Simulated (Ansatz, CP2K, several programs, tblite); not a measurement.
Energy against volume for Ga₄Bi₃N, ordered on the zincblende lattice (P-43m) with 8 atoms a cell, at fixed shape and fractional coordinates, computed by several methods (PBE and r2SCAN, where shown, with plane waves in Ansatz); the cell shown is that of r2SCAN. With free coordinates or axes held, a curve is too stiff, and on another method's shape its minimum isn't the method's own volume. The symmetry is P-43m (No. 215, cubic); conventional cell a = 5.905 Å, 25.73 Å³ an atom. N has 4 Ga at 2.04 Å; Ga has 1 N at 2.04 Å and 3 Bi at 2.77 Å; Bi has 4 Ga at 2.77 Å. No spin polarisation. The prototype was imposed, so other structures may be more stable. Energies count from each curve's lowest point; fits are third-order Birch-Murnaghan.

```
N Ga Bi
1.0
     5.90461    0.00000    0.00000
     0.00000    5.90461    0.00000
     0.00000    0.00000    5.90461
N Ga Bi
1 4 3
Direct
  0.00000 0.00000 0.00000
  0.80046 0.80046 0.80046
  0.19954 0.19954 0.80046
  0.19954 0.80046 0.19954
  0.80046 0.19954 0.19954
  0.50000 0.50000 0.00000
  0.50000 0.00000 0.50000
  0.00000 0.50000 0.50000
```

PBE/DZVP (CP2K), on the shape of the cell shown:
```tsv
V (Å³/atom)	E (meV/atom)
22.645	164.56
24.189	69.69
25.733	21.62
27.277	0.00
28.821	29.02
```
The points scatter about a smooth fit, so no fit is quoted.

Q: GFN2-xTB (tblite), on the shape of the cell shown, as a cluster of 64 atoms at the zone centre, gives
```
V (Å³/atom)  E (meV/atom)
     22.645        128.97
     24.189         45.35
     25.733          6.46
     27.277          0.00
     28.821         17.59
```
What equilibrium volume and bulk modulus follow?

A: V₀ = 26.85 Å³ an atom and B₀ = 47 GPa.

PBE/SZV (CP2K), on the shape of the cell shown:
```tsv
V (Å³/atom)	E (meV/atom)
22.645	214.92
24.189	98.85
25.733	33.91
27.277	0.00
28.821	16.92
```
The points scatter about a smooth fit, so no fit is quoted.

light PBE (260 eV, its own mesh), on the shape of the cell shown:
```csv
V (Å³/atom),E (meV/atom)
23.674,81.60
24.703,0.00
25.733,23.04
26.762,11.09
27.791,10.88
28.821,32.43
```
The points scatter about a smooth fit, as a low cutoff and a light mesh can make them, so no fit is quoted.

PBE, on the shape of its own relaxed cell:
```
V (Å³/atom)  E (meV/atom)
     25.219         16.12
     26.024          3.82
     26.829          0.00
     27.634          3.35
     28.439         12.69
```
V₀ = 26.83 Å³ an atom and B₀ = 47 GPa.
